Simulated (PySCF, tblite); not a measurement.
# C4H8FOS radical: geometry, infrared bands and EPR parameters

Aim: predict the infrared bands and EPR parameters of C4H8FOS radical (`C[C](F)C[S@@](C)=O`).

Computed with tblite 0.8.0 and PySCF 2.14.0, with density-fitted response routines of our own, on a single molecule in the gas phase. Atoms count from 0, in the outputs and in this text.

## (1) The molecule as given

15 atoms, charge 0, multiplicity 2; geometry from: force field or distance geometry start.

Bonds of the start (Å): C0–C1 1.48, C1–F2 1.35, C1–C3 1.49, C3–S4 1.80, S4–C5 1.80, S4–O6 1.51, C0–H7 1.09, C0–H8 1.09, C0–H9 1.11, C3–H10 1.10, C3–H11 1.10, C5–H12 1.10, C5–H13 1.10, C5–H14 1.08.

## (2) Optimising the geometry with GFN2-xTB

Job settings and geometry (Å):

```
{"job": {"kind": "relax", "xc": "GFN2-xTB", "basis": "xTB"}, "charge": 0, "multiplicity": 2}
C     -2.355600    -0.235100    -0.075100
C     -1.392400     0.508800     0.761800
F     -1.795300     1.558900     1.504800
C      0.032500     0.076600     0.852100
S      0.952300     0.530600    -0.631700
C      2.565100    -0.002200    -0.028200
O      0.559000    -0.414100    -1.736700
H     -2.314400    -1.301600     0.132200
H     -2.162500    -0.066300    -1.135000
H     -3.384200     0.111400     0.145200
H      0.100300    -1.015200     1.002400
H      0.503400     0.560500     1.715800
H      2.842700     0.601100     0.853300
H      3.312700     0.145300    -0.819900
H      2.531900    -1.050800     0.247100
```

Started as:

```bash
$ OMP_NUM_THREADS=1 python probes_run.py task.json out
```

The driver reads the jobs from task.json and runs them one after another.

**Question.** This job is followed by: GFN2-xTB harmonic vibrations, gas phase; UKS B3LYP, pcH-1 on C F H O S, non-relativistic, mean-field spin-orbit, GIAO. Predict these results of the whole session: strongest single infrared mode (GFN2-xTB); zero-point energy (GFN2-xTB); g(iso) (B3LYP); ⟨S²⟩; largest a(iso); potential on the surface of density 0.002 e/bohr³, 1st and 99th percentile.

**Answer**, as computed:

```
                                                                  quantity                  value
                                 strongest single infrared mode (GFN2-xTB)  1094 cm⁻¹, 181 km/mol
                                              zero-point energy (GFN2-xTB)          69.5 kcal/mol
                                                            g(iso) (B3LYP)                2.01111
                                                                      ⟨S²⟩     0.754 (exact 0.75)
                                                            largest a(iso)    1H on H13, 43.4 MHz
potential on the surface of density 0.002 e/bohr³, 1st and 99th percentile     -1.41 V and 1.22 V
```

**Reading.** Over 188 steps the energy fell by 0.644 eV; of the close pairs, C3–S4 changed most, 1.804 to 4.448 Å. The frame itself reshapes: C3···S4 goes from 1.80 to 4.45 Å. All 39 modes are real, so the xTB geometry is a minimum. The strongest single mode, at 1094 cm⁻¹, moves mainly O6 and S4. Unscaled tight-binding wavenumbers are off by several per cent, some by more. Its intensities can rank the bands wrongly. The structure rearranged or came apart on optimisation; the results belong to the end geometry, not to the formula as drawn. The largest spin populations lie on S4 (0.56 e), O6 (0.43 e). The isotropic g lies 8.8 ppt above the free-electron value. These values are for one conformer; the search (at its own cheap level) found 2 more, at 0.95, 1.51 kcal/mol, and measured spectra average over such forms.
